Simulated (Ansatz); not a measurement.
# C2H6ClGaO2: small, medium and large basis sets

One table from this session's results is given with a row withheld; the runs are named, their logs left out.

The runs use Ansatz 0.2.0, Gaussian basis; one geometry, several basis sets.

Plan: PBE0-D4/def2-SVP; ωB97M-V/def2-SVP; PBE0-D4/def2-QZVPP; ωB97M-V/def2-QZVPP; the functionals' def2-TZVPP values are taken from earlier runs.

## The geometry

An earlier PBE0-D4 in a triple-zeta def2 set relaxation fixed the geometry.

SMILES `C[O][Ga]([Cl])[O]C`, 12 atoms, charge 0, spin multiplicity 1.

Atoms are counted from 1 here; the program's logs count them from 0.

Bond lengths: C1–O2 1.408 Å, C1–H7 1.096 Å, C1–H8 1.093 Å, C1–H9 1.096 Å, O2–Ga3 1.769 Å, Ga3–Cl4 2.113 Å, Ga3–O5 1.769 Å, O5–C6 1.408 Å, C6–H10 1.096 Å, C6–H11 1.093 Å, C6–H12 1.096 Å. Angles: O2–C1–H7 112.8°, O2–C1–H8 107.9°, O2–C1–H9 112.0°, H7–C1–H8 107.8°, H7–C1–H9 108.2°, H8–C1–H9 107.9°, C1–O2–Ga3 125.2°, O2–Ga3–Cl4 116.8°, O2–Ga3–O5 126.3°, Cl4–Ga3–O5 116.8°, Ga3–O5–C6 125.2°, O5–C6–H10 112.0°, O5–C6–H11 107.9°, O5–C6–H12 112.8°, H10–C6–H11 107.9°, H10–C6–H12 108.2°, H11–C6–H12 107.8°.

Set-up of the first run:

The input, in.yaml:

```yaml
crystal:
  periodic: [false, false, false]
  atoms:
    - {symbol: C, position_ang: [-1.191841, -1.438213, -0.161955]}
    - {symbol: O, position_ang: [-1.542331, -0.430526, 0.757193]}
    - {symbol: Ga, position_ang: [-0.590296, 1.022690, 1.089333]}
    - {symbol: Cl, position_ang: [-1.373167, 2.370525, 2.515540]}
    - {symbol: O, position_ang: [0.953178, 1.457281, 0.342819]}
    - {symbol: C, position_ang: [1.636012, 0.686442, -0.617747]}
    - {symbol: H, position_ang: [-0.171136, -1.809884, -0.016478]}
    - {symbol: H, position_ang: [-1.877174, -2.277836, -0.018616]}
    - {symbol: H, position_ang: [-1.288351, -1.098563, -1.199631]}
    - {symbol: H, position_ang: [2.071484, -0.219993, -0.181657]}
    - {symbol: H, position_ang: [2.453303, 1.292857, -1.017114]}
    - {symbol: H, position_ang: [0.997216, 0.390022, -1.457487]}
basis:
  gaussian: {orbitals: def2-SVP}
hamiltonian: {xc: pbe0, dispersion: d4}
output: {orbitals: {seedname: orbitals}}
```

On the command line:

```bash
$ ansatz run in.yaml --threads 4 --pin off --events-out ev --progress --plain --max-ram 11315MiB
```

Steps of the session up to this table: PBE0-D4 in def2-SVP; ωB97M-V in def2-SVP; PBE0-D4 in def2-QZVPP; ωB97M-V in def2-QZVPP.

One table of the session follows, with a row left open; its other results are not shown here.

It belongs to the step «Functionals by basis». 

| functional | basis | HOMO (eV) |
| --- | --- | --- |
| PBE0-D4 | def2-SVP | -8.02 |
| PBE0-D4 | def2-TZVPP | -8.15 |
| PBE0-D4 | def2-QZVPP | -8.19 |
| ωB97M-V | def2-SVP | -10.41 |
| ωB97M-V | def2-TZVPP | ? |
| ωB97M-V | def2-QZVPP | -10.61 |

**Question.** Estimate the row for ωB97M-V, def2-TZVPP.

**Answer.** HOMO (eV): -10.56. In the column «HOMO (eV)» it lies between ωB97M-V, def2-QZVPP (-10.61) and ωB97M-V, def2-SVP (-10.41).
